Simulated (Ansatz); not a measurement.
# H4Pb (Pb(H)4): the cost of one run

Computed with Ansatz 0.2.0. Level: DFT PBE, plane waves, PAW, molecule in a box with 9 Å of vacuum.

3 further runs of the same task are left out: 1 for a known fault of the program, 1 that didn't finish, 1 set aside as unsound or not needed.

### Step 1. Where the work starts

5 atoms, charge 0, spin multiplicity 1.

Bond lengths: Pb1–H2 1.771 Å, Pb1–H3 1.771 Å, Pb1–H4 1.770 Å, Pb1–H5 1.770 Å. Angles: H2–Pb1–H3 109.4°, H2–Pb1–H4 109.5°, H2–Pb1–H5 109.5°, H3–Pb1–H4 109.5°, H3–Pb1–H5 109.5°, H4–Pb1–H5 109.4°.

Coordinates:

```tsv
atom	x (Å)	y (Å)	z (Å)
Pb1	0.0078	0.3729	0.0000
H2	-0.0135	-0.6497	1.4454
H3	-0.0135	-0.6497	-1.4454
H4	1.4737	1.3657	0.0000
H5	-1.4156	1.4258	0.0000
```

Formal oxidation states: Pb +4. An earlier session relaxed this geometry at TPSS, Pb def2-SVP with ECP60, H def2-SVP (singlet, point group Td).

### Step 2. Scalar-relativistic

input.yaml reads:

```yaml
crystal:
  lattice:
    - [11.89, 0.0, 0.0]
    - [0.0, 11.08, 0.0]
    - [0.0, 0.0, 11.89]
  atoms:
    - { symbol: Pb, position: [0.49818167, 0.49843592, 0.50003364] }
    - { symbol: H, position: [0.49639277, 0.40613718, 0.62159798] }
    - { symbol: H, position: [0.49639277, 0.40613718, 0.3784693] }
    - { symbol: H, position: [0.62147351, 0.58803159, 0.50003364] }
    - { symbol: H, position: [0.3784693, 0.59345668, 0.50003364] }
basis:
  ecutwfc: 420
  ecutrho_ratio: 4
kpoints:
  mp_grid: { grid: [1, 1, 1] }
hamiltonian:
  xc: pbe
scf:
  occupations: { method: gaussian, width: 0.01 }
output:
  forces: true
  eigenvalues: true
  populations: true
```

Launch:

```console
$ ansatz run input.yaml --threads 2 --pin off --max-ram 5120MiB --backend cpu --events-out ev --progress --plain --runs-dir out
```

**Question.** How long does this run take on 2 threads of Arm Neoverse V1, shared host, and how much memory does it need?

About 2.8 s, with a peak of 0.76 GiB.
